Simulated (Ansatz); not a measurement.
I need a surface slab of N, space group P4_2/mnm. Use the Python package of Ansatz (0.2.0). Level of theory (first run): LDA, PAW, the default cutoff (420 eV here), 4×4×1 k-points, cold smearing of 0.02 eV.

The script reads `n.cif`:
```cif
data_N
_cell_length_a 4.084062
_cell_length_b 4.084062
_cell_length_c 5.345913
_cell_angle_alpha 90.00000
_cell_angle_beta 90.00000
_cell_angle_gamma 90.00000
_symmetry_space_group_name_H-M 'P 1'
_symmetry_Int_Tables_number 1
loop_
_symmetry_equiv_pos_as_xyz
'x, y, z'
loop_
_atom_site_label
_atom_site_type_symbol
_atom_site_fract_x
_atom_site_fract_y
_atom_site_fract_z
N1 N    0.904275    0.904275    0.000000
N2 N    0.595725    0.404275    0.500000
N3 N    0.095725    0.095725    0.000000
N4 N    0.404275    0.595725    0.500000
```

`slab.py`:
```python
"""Cutting and solving a surface of N."""

import ansatz as az
from ase.build import surface
from ase.io import read
import numpy as np

SETTINGS = {
    "functional": "LDA",
    "sigma": 0.02,
    "mixing_beta": 0.2,
    "max_iterations": 100,
}

atoms = read("n.cif")
# Miller indices count the vectors of the cell as typed
slab = surface(atoms, (0, 0, 1), 2, vacuum=6.0)
slab.pbc = (True, True, False)

print(slab.get_chemical_formula(), "area {:.3f} A^2, cell height {:.2f} A".format(np.linalg.norm(np.cross(slab.cell[0], slab.cell[1])), slab.cell[2, 2]))


def common(structure):
    return (
        az.Crystal.from_ase(structure).calculation()
        .functional(SETTINGS["functional"])
        .occupations(az.OccupationsMethod.COLD, width=SETTINGS["sigma"])
        .mixing("broyden", beta=SETTINGS["mixing_beta"])
        .initial_density(normalization="cell")
        .scf(max_iterations=SETTINGS["max_iterations"])
    )


base = (
    common(slab)
    .kpoints(4, 4, 1)
    .relax(force_tolerance=0.03, max_steps=30)
)
res = base.run()
data = res.report

print(f"slab free energy {data['free_energy_ev']:.4f} eV, Fermi level {data['fermi_energy_ev']:.3f} eV")

# surface energy from the bulk energy at the same settings
bulk = common(atoms).kpoints(6, 6, 4).run().report
excess = data["free_energy_ev"] - bulk["free_energy_ev"] * len(slab) / len(atoms)
area = np.linalg.norm(np.cross(slab.cell[0], slab.cell[1]))
print(f"mean surface energy {excess / (2 * area) * 16.02177:.3f} J/m^2 ({1000 * excess / (2 * area):.1f} meV/A^2)")

print("atom   z before  z after (A)")
for atom, site in zip(slab, res.lattice.sites):
    print(f"{atom.symbol:3s} {atom.z:9.3f} {site.position_ang[2]:9.3f}")
```

Output of `python slab.py`:
```text
N8 area 16.680 A^2, cell height 20.02 A
DeckWarning: crystal.periodic: the lattice vector that does not repeat stood 0.000° off the slab's normal, 20.019 Å along it as the deck builds it. The run solves the slab on a vector along the normal, 39.838 Å long, with every atom where it was (on the [...]
DeckWarning: basis.ecutwfc = 420 eV, auto-derived from the records' recommended cutoffs: set by N (normal level)
slab free energy -2989.0103 eV, Fermi level -6.657 eV
mean surface energy -0.016 J/m^2 (-1.0 meV/A^2)
atom   z before  z after (A)
N       6.000     6.630
N       8.673     8.885
N       6.000     6.630
N       8.673     8.885
N      11.346    11.134
N      14.019    13.389
N      11.346    11.134
N      14.019    13.389
```
(Warnings from the package without file and line, shortened.)

The settings weren't tested for convergence. Only differences from the Fermi energy are physical; the zero of the scale is a convention. No spin polarisation was allowed. In a crystal with a gap the Fermi level's place inside it depends on smearing and mesh. This isn't the structure that N takes at ambient conditions. The slab is thin and cut from the structure as given; a cut can leave two unlike or polar faces, and the surface energy is then their mean. Miller indices refer to the vectors of the cell as typed, and the lattice isn't relaxed for this functional, so relaxation and surface energy can hold strain. Finished in 38 s on 1 thread of Arm Neoverse V2, on a shared host, peak memory 0.61 GiB.

(Lines on the test bed's own set-up are left out of the output.)
